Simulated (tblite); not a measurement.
# C6H14N2Si2: the cost of one run

The runs use tblite 0.8.0 and PySCF 2.14.0, with density-fitted response routines of our own; the level of theory stands in each step. All values are computed, except where a source is named. Atoms are numbered from 0 throughout.

## Step 1: The molecule as given

24 atoms, charge 0, multiplicity 1; geometry from: force field or distance geometry start.

Bonds of the start (Å): N0–C1 1.15, C1–Si2 1.83, Si2–N3 1.78, N3–Si4 1.76, Si4–C5 1.85, C5–C6 1.51, C6–C7 1.49, C7–C8 1.53, C8–C9 1.52, C9–C5 1.51, Si2–H10 1.46, Si2–H11 1.46, N3–H12 1.04, Si4–H13 1.50, Si4–H14 1.50, C5–H15 1.11, C6–H16 1.10, C6–H17 1.11, C7–H18 1.10, C7–H19 1.11, C8–H20 1.11, C8–H21 1.11, C9–H22 1.09, C9–H23 1.10.

## Step 2: Relaxing the molecule with GFN2-xTB

What the job is given:

```
{"job": {"kind": "relax", "xc": "GFN2-xTB", "basis": "xTB"}, "charge": 0, "multiplicity": 1}
N      5.317300     1.900200    -0.121300
C      4.478800     1.118100    -0.132500
Si     3.180600    -0.169700    -0.147600
N      1.633100     0.714100    -0.118600
Si     0.367700     0.065300    -1.151100
C     -0.881200    -1.015300    -0.314100
C     -0.796400    -0.763300     1.169400
C     -1.565000     0.503500     1.347900
C     -2.366200     0.725200     0.062200
C     -2.317700    -0.639300    -0.611700
H      3.381600    -1.011300     1.034300
H      3.296100    -0.964200    -1.365200
H      1.337900     1.070800     0.810900
H      0.931000    -0.756100    -2.270100
H     -0.278200     1.228400    -1.837400
H     -0.697600    -2.094700    -0.468600
H     -1.288800    -1.611400     1.678000
H      0.265200    -0.685000     1.489200
H     -0.928100     1.379500     1.521000
H     -2.292000     0.387800     2.180700
H     -3.405900     1.011000     0.331200
H     -1.865300     1.511000    -0.541200
H     -2.529300    -0.571000    -1.681400
H     -2.989400    -1.313800    -0.051400
```

Started as:

```sh
$ OMP_NUM_THREADS=1 python probes_run.py task.json out
```

The driver reads the jobs from task.json and runs them one after another.

**Question.** How long does this first job take on 1 thread of Arm Neoverse N1, shared host, and how much memory does it need?

About 3.7 s, with a peak of 0.18 GiB.
